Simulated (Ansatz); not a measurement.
# C₅H₁₅NO₄W: how energies converge with the basis set

One table from this session's results is given with a row withheld; the runs are named, their logs left out.

Program: Ansatz 0.2.0, Gaussian basis. Level of theory: one geometry, several basis sets. These are calculated values, not measurements.

Plan: PBE0-D4/def2-SVP; ωB97M-V/def2-SVP; PBE0-D4/def2-QZVPP; ωB97M-V/def2-QZVPP; the functionals' def2-TZVPP values are taken from earlier runs.

### The relaxed structure

All runs share one geometry, relaxed beforehand with PBE0-D4 in a triple-zeta def2 set. W takes the def2 core potential; no spin-orbit term is included.

SMILES `C[N]=[W]([O]C)([O]C)([O]C)[O]C`, 26 atoms, charge 0, spin multiplicity 1.

Atoms are counted from 1 here; the program's logs count them from 0.

Bond lengths: C1–N2 1.413 Å, C1–H12 1.095 Å, C1–H13 1.095 Å, C1–H14 1.095 Å, N2–W3 1.727 Å, W3–O4 1.933 Å, W3–O6 1.886 Å, W3–O8 1.935 Å, W3–O10 1.904 Å, O4–C5 1.397 Å, C5–H15 1.096 Å, C5–H16 1.097 Å, C5–H17 1.095 Å, O6–C7 1.392 Å, C7–H18 1.096 Å, C7–H19 1.094 Å, C7–H20 1.096 Å, O8–C9 1.399 Å and more. Angles: N2–C1–H12 111.0°, N2–C1–H13 110.8°, N2–C1–H14 110.4°, H12–C1–H13 108.1°, H12–C1–H14 108.2°, H13–C1–H14 108.2°, C1–N2–W3 173.1°, N2–W3–O4 105.9°, N2–W3–O6 109.0°, N2–W3–O8 98.3°, N2–W3–O10 108.9°, O4–W3–O6 83.7°, O4–W3–O8 85.1°, O4–W3–O10 145.0°, O6–W3–O8 152.4°, O6–W3–O10 88.2°, O8–W3–O10 86.7°, W3–O4–C5 129.3° and more.

Set-up of the first run:

The input, in.yaml:

```yaml
crystal:
  periodic: [false, false, false]
  atoms:
    - {symbol: C, position_ang: [-0.516027, -2.833672, -1.189045]}
    - {symbol: N, position_ang: [-0.198766, -1.550849, -0.689253]}
    - {symbol: W, position_ang: [0.185010, 0.081279, -0.276413]}
    - {symbol: O, position_ang: [-1.485943, 0.905288, 0.238437]}
    - {symbol: C, position_ang: [-2.437262, 0.471102, 1.164232]}
    - {symbol: O, position_ang: [0.004734, 1.162540, -1.810687]}
    - {symbol: C, position_ang: [-1.009142, 1.767029, -2.548928]}
    - {symbol: O, position_ang: [0.456573, -0.167713, 1.623550]}
    - {symbol: C, position_ang: [0.713176, 0.895802, 2.495308]}
    - {symbol: O, position_ang: [2.069763, 0.323519, -0.401213]}
    - {symbol: C, position_ang: [3.157688, -0.341155, 0.165899]}
    - {symbol: H, position_ang: [-1.560378, -2.879672, -1.514845]}
    - {symbol: H, position_ang: [0.119342, -3.086714, -2.044271]}
    - {symbol: H, position_ang: [-0.364700, -3.593468, -0.414846]}
    - {symbol: H, position_ang: [-1.960877, 0.036477, 2.050828]}
    - {symbol: H, position_ang: [-3.086960, -0.293207, 0.720636]}
    - {symbol: H, position_ang: [-3.058827, 1.317456, 1.473374]}
    - {symbol: H, position_ang: [-1.327264, 1.112527, -3.368122]}
    - {symbol: H, position_ang: [-0.644155, 2.706950, -2.972857]}
    - {symbol: H, position_ang: [-1.869328, 1.972826, -1.901882]}
    - {symbol: H, position_ang: [0.792357, 0.514761, 3.517673]}
    - {symbol: H, position_ang: [1.653535, 1.404664, 2.242563]}
    - {symbol: H, position_ang: [-0.092063, 1.642216, 2.465966]}
    - {symbol: H, position_ang: [2.932575, -0.644887, 1.195322]}
    - {symbol: H, position_ang: [3.403443, -1.239566, -0.411650]}
    - {symbol: H, position_ang: [4.029194, 0.320165, 0.170120]}
basis:
  gaussian: {orbitals: def2-SVP}
hamiltonian: {xc: pbe0, dispersion: d4}
output: {orbitals: {seedname: orbitals}}
```

On the command line:

```bash
> ansatz run in.yaml --threads 11 --pin off --events-out ev --progress --plain --max-ram 166912MiB --backend cpu
```

Among the steps run: PBE0-D4 in def2-SVP; ωB97M-V in def2-SVP; PBE0-D4 in def2-QZVPP; ωB97M-V in def2-QZVPP.

One of the session's tables, all rows but one given; the rest of the session is left out.

It belongs to the step «Density functionals: the series». 

```
functional       basis  HOMO (eV)
   PBE0-D4    def2-SVP      -7.09
   PBE0-D4  def2-TZVPP      -7.15
   PBE0-D4  def2-QZVPP      -7.18
   ωB97M-V    def2-SVP          ?
   ωB97M-V  def2-TZVPP      -9.45
   ωB97M-V  def2-QZVPP      -9.48
```

Estimate the missing values for ωB97M-V, def2-SVP.

As computed: HOMO (eV): -9.38. In the column «HOMO (eV)» it lies between ωB97M-V, def2-TZVPP (-9.45) and PBE0-D4, def2-QZVPP (-7.18).
